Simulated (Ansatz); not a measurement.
# TiOF₂ (quintet): wave-function methods side by side, def2-SVP

The task here is to estimate one member of a computed series from the others.

The runs use Ansatz 0.2.0, Gaussian basis; def2-SVP, core rule «outside noble gas», up to 12 orbitals frozen.

To be run: UHF; CCSD(T) on ROHF; CCSD(T) on UHF; CCSDT(Q) on UHF; CASSCF and NEVPT2, 12 electrons in 12 orbitals.

7 further runs of the same task are left out: 1 that didn't finish, 6 set aside as unsound or not needed.

## What is computed

The geometry is a PBE0/def2-TZVP stationary point (not a proven minimum) of the parent state, kept for this charge and spin.

4 atoms, charge 0, spin multiplicity 5.

Atoms are counted from 1 here; the program's logs count them from 0.

Bond lengths: Ti1–O2 1.855 Å, Ti1–F3 1.770 Å, Ti1–F4 1.770 Å. Angles: O2–Ti1–F3 118.0°, O2–Ti1–F4 118.0°, F3–Ti1–F4 124.0°.

The first run:

in.yaml reads:

```yaml
crystal:
  periodic: [false, false, false]
  atoms:
    - {symbol: Ti, position_ang: [0.000000, 0.018675, 0.000000]}
    - {symbol: O, position_ang: [0.000000, 1.873228, 0.000000]}
    - {symbol: F, position_ang: [0.000000, -0.812291, -1.563083]}
    - {symbol: F, position_ang: [0.000000, -0.812291, 1.563083]}
basis:
  gaussian: {orbitals: def2-SVP}
magnetization: {spin_polarized: true, initial_magnetization: 4}
hamiltonian: {xc: hf}
output: {orbitals: {seedname: orbitals}}
```

On the command line:

```bash
ansatz run in.yaml --threads 1 --pin off --events-out ev --progress --plain --max-ram 4096MiB --backend cpu
```

Among the steps run: UHF; CCSD(T) on ROHF; CCSD(T) on UHF; CCSDT(Q) on UHF; CASSCF and NEVPT2, 12 electrons in 12 orbitals.

One of the session's tables, all rows but one given; the rest of the session is left out.

It belongs to the step «Misses and costs». 

```
         method  from UCCSDT(Q) (meV)
           ROHF              +15962.2
            UHF              +15756.8
           RMP2                     ?
           UMP2               +1048.0
          RCCSD                +423.8
          UCCSD                +382.7
       RCCSD(T)                +119.8
       UCCSD(T)                 +79.5
         UCCSDT                 +35.5
      UCCSDT(Q)                     0
CASSCF frontier              +13321.4
NEVPT2 frontier               +1607.2
```

**Question.** Estimate the row for RMP2.

The run gave: from UCCSDT(Q) (meV): +1103.2. In the column «from UCCSDT(Q) (meV)» it lies between UMP2 (+1048.0) and NEVPT2 frontier (+1607.2).

Limits of these values: Restricted and unrestricted rows rest on different reference determinants; where their highest levels disagree by more than a few hundredths of an eV, they describe different states and don't form one ladder.
